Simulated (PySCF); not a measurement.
# perfluoroethane (C2F6): electronic excitations and core binding energies

Aim: predict the electronic excitations and core binding energies of perfluoroethane (C2F6) (`FC(F)(F)C(F)(F)F`).

Computed with PySCF 2.14.0, with density-fitted response routines of our own, on a single molecule in the gas phase. Atoms are numbered from 0 throughout.

### 1 Starting geometry

8 atoms, charge 0, multiplicity 1; geometry from: GFN2-xTB.

Bonds of the start (Å): F0–C1 1.33, C1–F2 1.33, C1–F3 1.33, C1–C4 1.56, C4–F5 1.33, C4–F6 1.33, C4–F7 1.33.

### 2 TDDFT and polarisability: wB97X-D/def2-SVPD

Job settings and geometry (Å):

```
{"job": {"kind": "uv", "xc": "wB97X-D", "basis": "def2-SVPD", "nstates": 8, "ntriplets": 3}, "charge": 0, "multiplicity": 1}
F      1.399414    -0.292322    -1.031753
C      0.768188    -0.069173     0.114777
F      1.260261     1.038854     0.656012
F      1.016651    -1.083283     0.935154
C     -0.765759     0.072656    -0.122341
F     -1.020441     1.084735    -0.942958
F     -1.256428    -1.037790    -0.660153
F     -1.392828     0.295735     1.026698
```

Method: TDDFT wB97X-D/def2-SVPD, vertical, gas phase, core orbitals frozen in the response.

Standard output:

```text
coarse grid: 8688 points
cycle   1  E = -674.2332319651  dE =  1.595e+00  |g| = 1.280e+00  |ddm| = 3.183e+00
cycle   2  E = -674.1465218427  dE =  8.671e-02  |g| = 1.580e+00  |ddm| = 2.067e+00
cycle   3  E = -674.5325006905  dE = -3.860e-01  |g| = 6.971e-02  |ddm| = 1.106e+00
cycle   4  E = -674.5332730997  dE = -7.724e-04  |g| = 1.968e-02  |ddm| = 8.262e-02
cycle   5  E = -674.5333561187  dE = -8.302e-05  |g| = 2.522e-03  |ddm| = 2.490e-02
cycle   6  E = -674.5333582296  dE = -2.111e-06  |g| = 8.722e-04  |ddm| = 5.990e-03
final grid: 92040 points
cycle   7  E = -674.6145835227  dE = -1.680e-04  |g| = 9.519e-03  |ddm| = 1.424e-01
cycle   8  E = -674.6145871238  dE = -3.601e-06  |g| = 9.785e-03  |ddm| = 2.153e-02
cycle   9  E = -674.6146000810  dE = -1.296e-05  |g| = 8.936e-04  |ddm| = 5.684e-03
cycle  10  E = -674.6146002175  dE = -1.365e-07  |g| = 3.872e-04  |ddm| = 1.647e-03
cycle  11  E = -674.6146002434  dE = -2.587e-08  |g| = 2.359e-05  |ddm| = 5.282e-04
cycle  12  E = -674.6146002435  dE = -1.062e-10  |g| = 4.965e-06  |ddm| = 3.229e-05
converged SCF energy = -674.6146002435

Static polarisability (au): isotropic 31.802, principal 31.620 31.624 32.162

Singlet excitations
state   eV       nm        f      main configurations
  1  11.7933    105.1   0.03324   H->L+1 0.73, H->L+4 0.16
  2  11.7951    105.1   0.03291   H->L+2 0.72, H->L+5 0.16
  3  11.8273    104.8   0.00043   H->L 0.94
  4  12.6744     97.8   0.00000   H-1->L 0.79, H-2->L+3 0.13
  5  12.7792     97.0   0.00000   H-2->L 0.69, H-1->L+3 0.17
  6  12.8286     96.6   0.25047   H->L+3 0.87
  7  12.8706     96.3   0.02828   H-1->L+1 0.60, H-1->L+4 0.16
  8  12.8712     96.3   0.02817   H-1->L+2 0.60, H-1->L+5 0.16

Triplet excitations (Tamm-Dancoff, eV): 10.9064 10.9094 11.6996
```

Wall time 21 s (1 thread, shared host).

The orbitals next to the gap, with their largest atomic shares:

| orbital | eV | atoms |
| --- | --- | --- |
| HOMO−3 | -15.12 | F3 26 %, F5 26 %, F7 13 % |
| HOMO−2 | -14.93 | F7 17 %, F6 17 %, F5 17 % |
| HOMO−1 | -14.74 | F3 17 %, F2 17 %, F0 17 % |
| HOMO | -13.64 | C1 15 %, C4 15 %, F3 12 % |
| LUMO | 2.34 | C4 21 %, C1 21 %, F5 10 % |
| LUMO+1 | 3.11 | F7 19 %, F0 19 %, F2 13 % |
| LUMO+2 | 3.11 | F3 18 %, F5 18 %, F6 15 % |

With each of the 8 states as a Gaussian band of 0.4 eV half-width at 1/e, the curve within the window shown has maxima at 105 nm (ε 2,700) L/(mol cm). Beyond the last state computed it falls off for lack of states. The curve at chosen wavelengths:

```
 nm  ε (L/mol/cm)
100          4032
101          2384
102          1884
103          2097
104          2504
105          2710
106          2543
107          2063
108          1454
109           897
110           487
```

Further results of this job:

| property | computed |
| --- | --- |
| dipole moment (D) | 0.01 |
| polarisability (Å³) | 4.71 |
| HOMO–LUMO gap (eV) | 15.98 |
| −ε(HOMO) (eV) | 13.64 |

### 3 Core-electron binding energies: SCAN, X2C

Settings changed since step 2:

```diff
@@ -1,2 +1,2 @@
-{"job": {"kind": "uv", "xc": "wB97X-D", "basis": "def2-SVPD", "nstates": 8, "ntriplets": 3}, "charge": 0, "multiplicity": 1}
+{"job": {"kind": "xps"}, "charge": 0, "multiplicity": 1}
 F      1.399414    -0.292322    -1.031753
```

Level: delta-SCF UKS SCAN, pcX-2 on the ionised atom, pcseg-1 elsewhere, spin-free X2C.

Standard output:

```text
ground state, core basis on atom 0 (F), 143 functions
  cycle   1  E = -675.37762630  |g| = 1.16e+00
  cycle   2  E = -674.82884488  |g| = 2.22e+00
  cycle   3  E = -675.59201111  |g| = 4.51e-02
  cycle   4  E = -675.59226853  |g| = 2.87e-02
  cycle   5  E = -675.59235761  |g| = 1.57e-02
  cycle   6  E = -675.59239317  |g| = 1.62e-03
  cycle   7  E = -675.59239604  |g| = 8.93e-04
  cycle   8  E = -675.59239566  |g| = 1.95e-04
  E(ground) = -675.57787437 Eh
hole in F 1s of atom 0
  cycle   1  E = -649.16307032  |g| = 2.58e+00
  cycle   2  E = -648.92073918  |g| = 2.25e+00
  cycle   3  E = -649.90620630  |g| = 6.37e-01
  cycle   4  E = -649.97128984  |g| = 4.56e-01
  cycle   5  E = -650.03646545  |g| = 4.25e-02
  cycle   6  E = -650.03688492  |g| = 2.42e-02
  cycle   7  E = -650.03707220  |g| = 8.03e-03
  cycle   8  E = -650.03709197  |g| = 1.91e-03
  cycle   9  E = -650.03709437  |g| = 9.76e-04
  cycle  10  E = -650.03709316  |g| = 3.14e-04
  E(ion) = -650.03091408 Eh   <S^2> = 0.7570   hole on atom = 1.000   binding energy = 695.168 eV
ground state, core basis on atom 1 (C), 143 functions
  cycle   1  E = -675.56132248  |g| = 1.17e-01
  cycle   2  E = -675.55820802  |g| = 1.74e-01
  cycle   3  E = -675.56285464  |g| = 1.73e-02
  cycle   4  E = -675.56289313  |g| = 8.56e-03
  cycle   5  E = -675.56290499  |g| = 1.16e-03
  cycle   6  E = -675.56290287  |g| = 3.82e-04
  E(ground) = -675.54586080 Eh
hole in C 1s of atom 1
  cycle   1  E = -664.01952605  |g| = 1.50e+00
  cycle   2  E = -661.49328175  |g| = 2.86e+00
  cycle   3  E = -664.41170203  |g| = 6.25e-01
  cycle   4  E = -664.49786178  |g| = 3.74e-01
  cycle   5  E = -664.53819728  |g| = 1.07e-01
  cycle   6  E = -664.54141077  |g| = 4.48e-02
  cycle   7  E = -664.54196438  |g| = 1.92e-02
  cycle   8  E = -664.54209606  |g| = 4.59e-03
  cycle   9  E = -664.54210574  |g| = 1.99e-03
  cycle  10  E = -664.54210873  |g| = 1.43e-03
  cycle  11  E = -664.54210987  |g| = 5.44e-04
  cycle  12  E = -664.54210827  |g| = 2.19e-04
  E(ion) = -664.52995351 Eh   <S^2> = 0.7717   hole on atom = 1.000   binding energy = 299.758 eV
```

It took 7.8 s on 1 thread, shared host.

Binding energies by hole, beside the orbital energy of the ground state; the difference holds orbital relaxation and, for a density functional, its self-interaction error:

| hole | stands for | environment | ΔSCF (eV) | −ε (eV) | ⟨S²⟩ |
| --- | --- | --- | --- | --- | --- |
| F1s on F0 | F0, F2, F3, F5, F6, F7 | fluorine of a CF3 group | 695.17 | 668.8 | 0.757 |
| C1s on C1 | C1, C4 | CF3 carbon | 299.76 | 281.7 | 0.772 |

Each hole run stands for the others of its class of like atoms.

### 4 What came out

```
                                quantity                         value
      lowest singlet (wB97X-D/def2-SVPD)  11.79 eV (105 nm), f = 0.033
brightest single state of those computed  state 6, 12.83 eV, f = 0.250
                          lowest triplet                      10.91 eV
        F1s binding energies, SCAN/pcX-2                  F0 695.17 eV
        C1s binding energies, SCAN/pcX-2                  C1 299.76 eV
```

The first singlet state (HOMO→LUMO+1 0.73, HOMO→LUMO+4 0.16) lies at 11.79 eV and is weak; of the 8 states computed, the strongest absorption comes from state 6 at 12.83 eV. The lowest triplet lies 0.89 eV below the lowest singlet (triplets in Tamm-Dancoff, singlets in full TDDFT).
